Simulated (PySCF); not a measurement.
**WCl2: triplet, from a linear start**

Aim: relax WCl2 as a triplet from a linear start, check by its vibrations whether the end is a minimum, and collect its spectrum and constants.

Method: PBE, basis W def2-TZVP with ECP60, Cl def2-TZVP, scalar-relativistic core potentials, no spin–orbit coupling, density fitting; program: PySCF 2.14.0.

## Step 1: The starting structure

3 atoms, charge 0, spin multiplicity 3.

Bond lengths: W1–Cl2 2.360 Å, W1–Cl3 2.360 Å. Angles: Cl2–W1–Cl3 180.0°.

```xyz
3
charge 0 multiplicity 3
W     0.0000    0.0000    0.0000
Cl    0.0000    0.0000    2.3600
Cl    0.0000    0.0000   -2.3600
```

## Step 2: First SCF at the start

The steps below are one call of a driver around PySCF. For each, scf.py gives the equivalent set-up of the SCF; relaxations use the driver's own optimiser. After this first run the driver tries any further starts and a stability analysis.

scf.py

```python
from pyscf import gto, scf, dft
mol = gto.M(atom='''
W      0.000000     0.000000     0.000000
Cl     0.000000     0.000000     2.360000
Cl     0.000000     0.000000    -2.360000''',
    basis={'W': 'def2-TZVP', 'Cl': 'def2-TZVP'},
    ecp={'W': 'def2-TZVP'},
    charge=0, spin=2)
mf = dft.UKS(mol, xc='PBE')
mf.grids.atom_grid = (50, 194)
aux = {'W': 'def2-universal-JKFIT', 'Cl': 'def2-universal-JKFIT'}
mf = mf.density_fit(auxbasis=aux)
mf.conv_tol = 1e-08
mf.diis_space = 10
mf.max_cycle = 60
mf.init_guess = 'minao'
mf.verbose = 4
mf.kernel()
```

Started as:

```
> OMP_NUM_THREADS=4 python axn.py task.json out
```

Standard output:

```text
init E= -968.612153497741
[... the frontier-level lines of each cycle are left out ...]
cycle= 1 E= -987.081552901695  delta_E= -18.5  |g|= 0.412  |ddm|=  4.9
cycle= 2 E= -982.041581914955  delta_E= 5.04  |g|= 2.89  |ddm|= 1.97
cycle= 3 E= -987.167140254658  delta_E= -5.13  |g|= 0.157  |ddm|= 1.84
cycle= 4 E= -987.173889524319  delta_E= -0.00675  |g|= 0.115  |ddm|= 0.263
cycle= 5 E= -987.181688291917  delta_E= -0.0078  |g|= 0.0177  |ddm|= 0.0843
cycle= 6 E= -987.181900109133  delta_E= -0.000212  |g|= 0.00206  |ddm|= 0.0239
cycle= 7 E= -987.181903037443  delta_E= -2.93e-06  |g|= 0.00115  |ddm|= 0.00442
cycle= 8 E= -987.18190372317  delta_E= -6.86e-07  |g|= 0.000254  |ddm|= 0.00146
cycle= 9 E= -987.18190378307  delta_E= -5.99e-08  |g|= 0.00011  |ddm|= 0.000586
cycle= 10 E= -987.181903792121  delta_E= -9.05e-09  |g|= 7.65e-06  |ddm|= 0.000138
Extra cycle  E= -987.181903791816  delta_E= 3.05e-10  |g|= 2.34e-05  |ddm|= 3.34e-05
converged SCF energy = -987.181903791816  <S^2> = 2.0239263  2S+1 = 3.0159087
```

This step, with its further starts and checks, ran for 19 s (4 threads of Intel Xeon at 2.70GHz, shared host).

The starts that the driver tried:

```
                      start  energy (Eh)
    the minimal-basis guess  -987.181904
a thermally smeared density  -987.181904
      a smeared PBE density  -987.181904
```

The test of internal stability and the other starts found no lower solution of this spin.

## Step 3: Relaxation: linear start, triplet

The program finds D∞h symmetry in the start, which this walk keeps. The walk stops when the largest gradient is under 0.0003 Eh/bohr and the energy has settled too.

Edit scf.py of step 2 so:

```diff
@@ -16 +15,0 @@
-mf.init_guess = 'minao'
```

Steps of the walk:

```
step  energy (Eh)  change (kJ/mol)  largest symmetric gradient (Eh/bohr)
   0  -987.181904             0.00                               0.04355
   1  -987.193976           -31.70                               0.01523
   2  -987.194982           -34.34                               0.00641
   3  -987.195159           -34.80                               0.00056
   4  -987.195160           -34.81                               0.00002
```

The walk took 15 s.

After 4 steps and 34.8 kJ/mol it ends at D∞h: W–Cl 2.216 Å (×2); Cl–W–Cl 180.0°.

## Step 4: Frequencies

On the finer grid the gradient is checked again; gradients at displacements of ±0.02 bohr then give force constants and infrared intensities.

Edit scf.py of step 3 so:

```diff
@@ -4,2 +4,2 @@
-Cl     0.000000     0.000000     2.360000
-Cl     0.000000     0.000000    -2.360000''',
+Cl     0.000000    -0.000000     2.215834
+Cl     0.000000     0.000000    -2.215834''',
@@ -10 +10 @@
-mf.grids.atom_grid = (50, 194)
+mf.grids.atom_grid = (75, 302)
@@ -13 +13 @@
-mf.conv_tol = 1e-08
+mf.conv_tol = 1e-10
```

The driver hands on the density of the step before, so the log starts near convergence.

Log of the central SCF (cycles and frontier levels):

```text
init E= -987.195169701387
[... the frontier-level lines of each cycle are left out ...]
cycle= 1 E= -987.195169701373  delta_E= 1.41e-11  |g|= 4.98e-06  |ddm|= 6.5e-06
Extra cycle  E= -987.195169701285  delta_E= 8.84e-11  |g|= 1.26e-05  |ddm|= 1.65e-05
converged SCF energy = -987.195169701285  <S^2> = 2.0190627  2S+1 = 3.0126817
```

The whole step took 38 s.

Geometry: D∞h; W–Cl 2.216 Å (×2); Cl–W–Cl 180.0°.

Harmonic modes (main isotopes):

```tsv
symmetry	ω (cm⁻¹)	IR (km/mol)
πu	31	0.0
σg+	409	0.0
σu+	419	104
```

No imaginary mode, so this is a minimum.

Constants and moments:

| Property | Result |
| --- | --- |
| Dipole moment | 0.00 D |
| Highest occupied level | -4.84 eV |
| Lowest empty level | -4.68 eV |
| Rotational constants | 0.04909 cm⁻¹ |
| Zero-point energy | 5.3 kJ/mol |
| Principal polarisabilities | 63.1, 63.1, 102.6 bohr³ |
| Atomisation energy without zero-point energy | 863 kJ/mol |
| Principal traceless quadrupole moments about the centre of mass | -1.30, -1.30, 2.61 D Å |
| Entropy at 298.15 K and 1 bar (electronic part: spin only) | 314.7 J/(mol K) |
| Heat capacity Cp at 298.15 K | 57.7 J/(mol K) |
| Enthalpy at 298.15 K above 0 K | 14.82 kJ/mol |
| Rotational symmetry number | 2 |
| Spin squared ⟨S²⟩ | 2.019 |

Populations by atom (charges in e):

| atom | Mulliken | Löwdin | polar tensor | spin (Mulliken) | Mayer order to W1 |
| --- | --- | --- | --- | --- | --- |
| W1 | 0.43 | -0.31 | 0.77 | 2.17 | – |
| Cl2,3 | -0.22 | 0.15 | -0.39 | -0.08 | 1.35 |

Mulliken populations on W1 (outside its core potential): s 3.34, p 6.22, d 3.96, f 0.05.

## Step 5: What came out

| quantity | value |
| --- | --- |
| minimum | triplet, D∞h |
| geometry | W–Cl 2.216 Å (×2); Cl–W–Cl 180.0° |
| wavenumbers (cm⁻¹) | 31 (πu), 409 (σg+), 419 (σu+) |
| dipole moment | 0.00 D |
| highest occupied, lowest empty level (either spin) | -4.84, -4.68 eV |
| polar-tensor charge of W1 | +0.77 e |
| zero-point energy | 5.3 kJ/mol |
| entropy at 298.15 K | 314.7 J/(mol K) |
| atomisation energy (no zero-point energy) | 863 kJ/mol |
| ⟨S²⟩ | 2.019 |

The linear start keeps its D∞h symmetry and ends in a minimum. In the infrared the band at 419 cm⁻¹ (σu+, stretch) leads. W1 has a polar-tensor charge of +0.8 e (a dipole derivative, not a static charge), yet symmetry cancels the bond dipoles. Most of the spin sits on W1 (Mulliken spin 2.17, against 2 for the whole molecule). Only this shape and spin were tried, so other structures or states may lie lower. One determinant may miss the lowest occupation of an open d or f shell. Spin–orbit coupling, left out here, can matter for elements this heavy.

The search up to here took 73 s.
